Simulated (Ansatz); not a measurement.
# C6H10GeO6: up Jacob's ladder to CCSD(T)

An exercise on one series of results from a longer session: the logs are not shown, and one member is left open.

Program: Ansatz 0.2.0, Gaussian basis. Level of theory: functionals in def2-TZVPP, the program's frozen cores in correlated methods. These are calculated values, not measurements.

Plan: LDA (SPW92), PBE-D4, revPBE-D4, BLYP-D4, r2SCAN-D4, B97M-V, PBE0-D4, B3LYP-D4, r2SCANh-D4, r2SCAN0-D4, HSE06-D4, BHLYP-D4, CAM-B3LYP-D4, LC-ωPBE, ωB97X-V, ωB97M-V, B2PLYP, PBE-QIDH; CCSD(T)/def2-SVP; CCSD(T)/def2-TZVPP; MP2/def2-QZVPP; extrapolation to the limit; RPA on PBE.

### The relaxed structure

The geometry comes from an earlier relaxation with PBE0-D4 in a triple-zeta def2 set; it is a stationary point, not always the lowest conformer.

SMILES `CC(=O)[O][GeH]([O]C(C)=O)[O]C(C)=O`, 23 atoms, charge 0, spin multiplicity 1.

Atoms are counted from 1 here; the program's logs count them from 0.

Bond lengths: C1–C2 1.494 Å, C1–H14 1.092 Å, C1–H15 1.092 Å, C1–H16 1.087 Å, C2–O3 1.209 Å, C2–O4 1.332 Å, O4–Ge5 1.809 Å, Ge5–O6 1.787 Å, Ge5–O10 1.812 Å, Ge5–H17 1.514 Å, O6–C7 1.339 Å, C7–C8 1.496 Å, C7–O9 1.203 Å, C8–H18 1.087 Å, C8–H19 1.091 Å, C8–H20 1.092 Å, O10–C11 1.326 Å, C11–C12 1.491 Å and more. Angles: C2–C1–H14 109.3°, C2–C1–H15 109.6°, C2–C1–H16 110.0°, H14–C1–H15 107.1°, H14–C1–H16 110.3°, H15–C1–H16 110.3°, C1–C2–O3 125.3°, C1–C2–O4 113.3°, O3–C2–O4 121.4°, C2–O4–Ge5 111.9°, O4–Ge5–O6 108.8°, O4–Ge5–O10 94.3°, O4–Ge5–H17 114.0°, O6–Ge5–O10 116.4°, O6–Ge5–H17 110.1°, O10–Ge5–H17 112.4°, Ge5–O6–C7 119.4°, O6–C7–C8 111.7° and more.

The first run:

in.yaml

```yaml
crystal:
  periodic: [false, false, false]
  atoms:
    - {symbol: C, position_ang: [1.940564, 2.674394, -2.319551]}
    - {symbol: C, position_ang: [1.005472, 2.300736, -1.216283]}
    - {symbol: O, position_ang: [0.802768, 2.955454, -0.220313]}
    - {symbol: O, position_ang: [0.386847, 1.139064, -1.421136]}
    - {symbol: Ge, position_ang: [-0.734331, 0.721531, -0.063868]}
    - {symbol: O, position_ang: [0.232633, 0.400269, 1.404619]}
    - {symbol: C, position_ang: [0.981580, -0.708276, 1.468129]}
    - {symbol: C, position_ang: [1.650615, -0.849449, 2.798286]}
    - {symbol: O, position_ang: [1.082368, -1.480590, 0.551560]}
    - {symbol: O, position_ang: [-1.430086, -0.726667, -0.901642]}
    - {symbol: C, position_ang: [-2.213095, -1.385737, -0.058497]}
    - {symbol: C, position_ang: [-2.790573, -2.640989, -0.618752]}
    - {symbol: O, position_ang: [-2.397728, -0.967270, 1.065063]}
    - {symbol: H, position_ang: [2.698862, 1.896825, -2.429854]}
    - {symbol: H, position_ang: [1.393015, 2.725939, -3.262483]}
    - {symbol: H, position_ang: [2.409382, 3.630540, -2.102258]}
    - {symbol: H, position_ang: [-1.778071, 1.780852, 0.220782]}
    - {symbol: H, position_ang: [2.291469, -1.727365, 2.798874]}
    - {symbol: H, position_ang: [2.231042, 0.048254, 3.017559]}
    - {symbol: H, position_ang: [0.888023, -0.939687, 3.574561]}
    - {symbol: H, position_ang: [-3.267937, -2.438814, -1.578508]}
    - {symbol: H, position_ang: [-3.502014, -3.070400, 0.081712]}
    - {symbol: H, position_ang: [-1.975905, -3.345213, -0.802301]}
basis:
  gaussian: {orbitals: def2-TZVPP}
hamiltonian: {xc: lda}
output: {orbitals: {seedname: orbitals}}
```

Launch:

```console
$ ansatz run in.yaml --threads 11 --pin off --events-out ev --progress --plain --max-ram 174080MiB --backend cuda --devices 0, --max-vram 75GiB
```

Among the steps run: LDA; PBE-D4 (GGA); revPBE-D4 (GGA); BLYP-D4 (GGA); r2SCAN-D4 (meta-GGA); B97M-V (meta-GGA); B3LYP-D4 (hybrid); r2SCANh-D4 (hybrid); r2SCAN0-D4 (hybrid); HSE06-D4 (hybrid); BHLYP-D4 (hybrid); CAM-B3LYP-D4 (range-separated); LC-ωPBE (range-separated); ωB97X-V (range-separated); ωB97M-V (range-separated); B2PLYP (double hybrid); PBE-QIDH (double hybrid).

One of the session's tables, all rows but one given; the rest of the session is left out.

It belongs to the step «Frontier levels by functional». 

| functional | HOMO (eV) | gap (eV) |
| --- | --- | --- |
| LDA (SPW92) | -6.58 | 4.98 |
| PBE-D4 | -6.38 | 5.06 |
| revPBE-D4 | -6.29 | 5.09 |
| BLYP-D4 | -6.30 | 5.08 |
| r2SCAN-D4 | -6.73 | 5.68 |
| B97M-V | -6.88 | 5.94 |
| PBE0-D4 | -8.06 | 7.86 |
| B3LYP-D4 | -7.81 | 7.32 |
| r2SCANh-D4 | -7.36 | 6.72 |
| r2SCAN0-D4 | ? | ? |
| HSE06-D4 | -7.65 | 7.07 |
| BHLYP-D4 | -9.71 | 10.73 |
| CAM-B3LYP-D4 | -9.56 | 10.53 |
| LC-ωPBE | -10.88 | 13.10 |
| ωB97X-V | -10.56 | 12.70 |
| ωB97M-V | -10.51 | 12.52 |

Estimate the missing values for r2SCAN0-D4.

Worked estimate for «HOMO (eV)». Against the share of exact exchange, r2SCAN-D4 (0, -6.73), r2SCANh-D4 (0.1, -7.36) give a slope of -6.30 per unit share; at 0.25 the line stands at -8.30.

The run gave: HOMO (eV): -8.31; gap (eV): 8.29. In «HOMO (eV)» the line misses by +0.01.
